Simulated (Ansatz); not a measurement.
# PbS (Galena): the cost of one run

Program: Ansatz 0.2.0. Level of theory: DFT, plane waves, PAW, no spin polarisation. These are calculated values, not measurements.

The COD entry's cell or inner coordinates are ideal or old and differ from later refinements, so a difference from it is no clean test against experiment.

## Step 1: Starting point

The cell holds 16 atoms (Pb8S8): a = 8.402 Å, b = 8.402 Å, c = 8.402 Å, α = 60.00°, β = 60.00°, γ = 60.00°.

Structure file:

```xyz
16
Lattice="0.0000 5.9411 5.9411 5.9411 0.0000 5.9411 5.9411 5.9411 0.0000" Properties=species:S:1:pos:R:3 pbc="T T T"
Pb    0.0000    0.0000    0.0000
S     2.9706    2.9706    2.9706
Pb    2.9706    2.9706    0.0000
S     5.9411    5.9411    2.9706
Pb    2.9706    0.0000    2.9706
S     5.9411    2.9706    5.9411
Pb    5.9411    2.9706    2.9706
S     8.9117    5.9411    5.9411
Pb    0.0000    2.9706    2.9706
S     2.9706    5.9411    5.9411
Pb    2.9706    5.9411    2.9706
S     5.9411    8.9117    5.9411
Pb    2.9706    2.9706    5.9411
S     5.9411    5.9411    8.9117
Pb    5.9411    5.9411    5.9411
S     8.9117    8.9117    8.9117
```

## Step 2: Run 1: PBE

The input, input.yaml:

```yaml
crystal:
  lattice:
    - [0.0, 5.9411366537, 5.9411366537]
    - [5.9411366537, 0.0, 5.9411366537]
    - [5.9411366537, 5.9411366537, 0.0]
  atoms:
    - { symbol: Pb, position: [0.0, 0.0, 0.0] }
    - { symbol: S, position: [0.25, 0.25, 0.25] }
    - { symbol: Pb, position: [0.0, 0.0, 0.5] }
    - { symbol: S, position: [0.25, 0.25, 0.75] }
    - { symbol: Pb, position: [0.0, 0.5, 0.0] }
    - { symbol: S, position: [0.25, 0.75, 0.25] }
    - { symbol: Pb, position: [0.0, 0.5, 0.5] }
    - { symbol: S, position: [0.25, 0.75, 0.75] }
    - { symbol: Pb, position: [0.5, 0.0, 0.0] }
    - { symbol: S, position: [0.75, 0.25, 0.25] }
    - { symbol: Pb, position: [0.5, 0.0, 0.5] }
    - { symbol: S, position: [0.75, 0.25, 0.75] }
    - { symbol: Pb, position: [0.5, 0.5, 0.0] }
    - { symbol: S, position: [0.75, 0.75, 0.25] }
    - { symbol: Pb, position: [0.5, 0.5, 0.5] }
    - { symbol: S, position: [0.75, 0.75, 0.75] }
kpoints:
  mp_grid: { grid: [2, 2, 2] }
hamiltonian:
  xc: pbe
scf:
  occupations: { method: fermi_dirac, width: 0.052 }
md:
  ensemble: nve
  temperature: 600
  timestep: 1.5
  n_steps: 40
  initial_velocities: maxwell_boltzmann
  seed: 9739
```

Started as:

```sh
$ ansatz run input.yaml --threads 4 --pin off --max-ram 3686MiB --backend cpu --events-out ev --progress --plain --runs-dir out
```

What time and memory should one allow on 4 threads of Arm Neoverse N1, shared host?

About 3.4 min, with a peak of 1.4 GiB.
